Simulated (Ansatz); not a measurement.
LaN, space group P6_3mc, a relaxation driven by ASE

With the Ansatz DFT code, driven from Python.

Typed at the interpreter:
```pycon
>>> import warnings
>>> import ansatz
>>> from ase import Atoms
>>> from ase.calculators.calculator import Calculator, all_changes
>>> from ase.optimize import BFGSLineSearch
>>> import numpy as np
>>> class Ansatz(Calculator):
...     implemented_properties = ["energy", "free_energy", "forces"]
...     def calculate(self, atoms=None, properties=("energy",), system_changes=all_changes):
...         super().calculate(atoms, properties, system_changes)
...         bare = self.atoms.copy()
...         bare.set_constraint()
...         bare.set_momenta(None)
...         job = (
...             ansatz.Crystal.from_ase(bare).calculation()
...             .functional(ansatz.Functional.LDA)
...             .basis(550)
...             .kpoints(6, 6, 4)
...             .occupations("fixed")
...             .forces()
...         )
...         report = job.run(threads=1).report
...         self.results["free_energy"] = report["lagrangian_ev"]
...         self.results["energy"] = report.get("lagrangian_sigma0_ev", report["lagrangian_ev"])
...         self.results["forces"] = np.array(report["forces_ev_ang"])
...
>>> warnings.simplefilter("ignore")
>>> atoms = Atoms(
...     ["La", "La", "N", "N"],
...     cell=[(4.13622253, 0.0, 0.0), (-2.06811127, 3.58207379, 0.0), (0.0, 0.0, 5.9225931)],
...     scaled_positions=[
...         (1 / 3, 2 / 3, 0.99754766),
...         (2 / 3, 1 / 3, 0.49754766),
...         (1 / 3, 2 / 3, 0.41245234),
...         (2 / 3, 1 / 3, 0.91245234),
...     ],
...     pbc=True,
... )
>>> atoms.rattle(0.07, seed=35)
>>> atoms.calc = Ansatz()
>>> before = atoms.get_potential_energy(), atoms.get_volume()
>>> optimiser = BFGSLineSearch(atoms, logfile=None)
>>> def tell():
...     fmax = np.linalg.norm(atoms.get_forces(), axis=1).max()
...     print(f"step {optimiser.nsteps:2d}  E = {atoms.get_potential_energy():.5f} eV  fmax = {fmax:.4f}  V = {atoms.get_volume():.3f} A^3")
...
>>> optimiser.attach(tell)
>>> met = optimiser.run(fmax=0.03, steps=12)
step  0  E = -12905.02104 eV  fmax = 1.6976  V = 87.751 A^3
step  1  E = -12905.26453 eV  fmax = 1.0982  V = 87.751 A^3
step  2  E = -12905.31921 eV  fmax = 0.2587  V = 87.751 A^3
step  3  E = -12905.32587 eV  fmax = 0.0443  V = 87.751 A^3
step  4  E = -12905.32629 eV  fmax = 0.0342  V = 87.751 A^3
step  5  E = -12905.32656 eV  fmax = 0.0123  V = 87.751 A^3
>>> print("threshold met:", bool(met), " energy gained:", round(before[0] - atoms.get_potential_energy(), 5), "eV")
threshold met: True  energy gained: 0.30551 eV
>>> print("cell lengths and angles:", np.round(atoms.cell.cellpar(), 3))
cell lengths and angles: [  4.136   4.136   5.923  90.     90.    120.   ]
>>> np.round(atoms.get_scaled_positions(), 4)
array([[0.3278, 0.6637, 0.9928],
       [0.6612, 0.3304, 0.4929],
       [0.3281, 0.6637, 0.4058],
       [0.661 , 0.3302, 0.9056]])
```

Notes:
- Total energies depend on the potentials; only differences at equal settings carry meaning. A total without «per atom» is that of the whole cell that was run.
- The structure comes from a database of computed cells and needn't be a stable or known phase.
- Finished in 2.8 min on 1 thread of Arm Neoverse V1, on a shared host, peak memory 0.54 GiB.
